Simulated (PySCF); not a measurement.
# Ways to converge the SCF of NaSn (quartet)

Aim: find out which solver settings change the answer for NaSn (quartet).

Method: each script names its method and basis; program: PySCF 2.14.0.

2 further runs of the same task are left out: 2 that didn't finish.

### 1 The system as given

NaSn (quartet): 2 atoms, charge 0, spin multiplicity 4.

No contacts short enough for the rule that draws bonds.

### 2 The base run

The input, input.py:

```python
from pyscf import gto, dft
from pyscf.geomopt.geometric_solver import optimize

mol = gto.M(
    atom='Na 0 0 0; Sn 0 0 3.071',
    basis='def2-svpd',
    ecp={'Sn': 'def2-svpd'},
    charge=0,
    spin=3,
    verbose=4,
)
mf = dft.UKS(mol, xc='b3pw91')
mf.kernel()
g = mf.nuc_grad_method()
g.grid_response = True
mol_eq = optimize(g.as_scanner(), maxsteps=30)
print('optimised geometry (angstrom)')
print(mol_eq.tostring('raw'))
print('orbital energies (hartree):', [e[max(0, n-3):n+3].round(4) for e, n in zip(mf.mo_energy, mol.nelec)])
```

Run with:

```console
> OMP_NUM_THREADS=1 python input.py
```

Its log is not repeated here.

In short: at the starting geometry E(SCF) = -376.590433 Eh, 11 cycles, ⟨S²⟩ = 3.752, optimised bond 2.938 Å in 6 steps; the optimisation lowers the energy by 0.017 eV.

The quartet is typed in the script; nothing here shows that it is the ground state.

### 3 DIIS space 4

Edit 1 changes DIIS space: default → 4.

The input, input.py:

```python
from pyscf import gto, dft
from pyscf.geomopt.geometric_solver import optimize

mol = gto.M(
    atom='Na 0 0 0; Sn 0 0 3.071',
    basis='def2-svpd',
    ecp={'Sn': 'def2-svpd'},
    charge=0,
    spin=3,
    verbose=4,
)
mf = dft.UKS(mol, xc='b3pw91')
mf.diis_space = 4
mf.kernel()
g = mf.nuc_grad_method()
g.grid_response = True
mol_eq = optimize(g.as_scanner(), maxsteps=30)
print('optimised geometry (angstrom)')
print(mol_eq.tostring('raw'))
print('orbital energies (hartree):', [e[max(0, n-3):n+3].round(4) for e, n in zip(mf.mo_energy, mol.nelec)])
```

Run with:

```console
> OMP_NUM_THREADS=1 python input.py
```

### 4 Second-order solver on

Edit 2 changes second-order solver: off → on.

input.py, as its differences from that of step 2:

```diff
@@ -12,2 +12,3 @@
 mf = dft.UKS(mol, xc='b3pw91')
+mf = mf.newton()
 mf.kernel()
```

Before running it: what results should come out? Wanted: for each run, E(SCF); from base; gap, α spin; after the SCF.

The runs gave:

```
                   run  E(SCF) (hartree)  from base (eV)   cycles  gap, α spin (eV)            after the SCF
                  base       -376.590433               0       11              1.97  bond 2.938 Å, -0.017 eV
          DIIS space 4       -376.590433          0.0000       11              1.97  bond 2.938 Å, -0.017 eV
second-order solver on       -376.590433          0.0000  4 macro              1.97  bond 2.938 Å, -0.017 eV
```

SCF columns refer to the geometry typed in the script.

Distance from each run's final energy (log10 hartree) by cycle:

```
                   run  cycle 1  cycle 2  cycle 3  cycle 5  cycle 8  cycle 12
                  base      0.0      0.3     -1.0     -3.0     -7.0      done
          DIIS space 4      0.0      0.3     -1.0     -3.0     -6.5      done
second-order solver on     -1.3     -5.2    < -11     done     done      done
```

**Reading.** The SCF energy stays the same, to the digits that matter, with DIIS space 4 or second-order solver on.
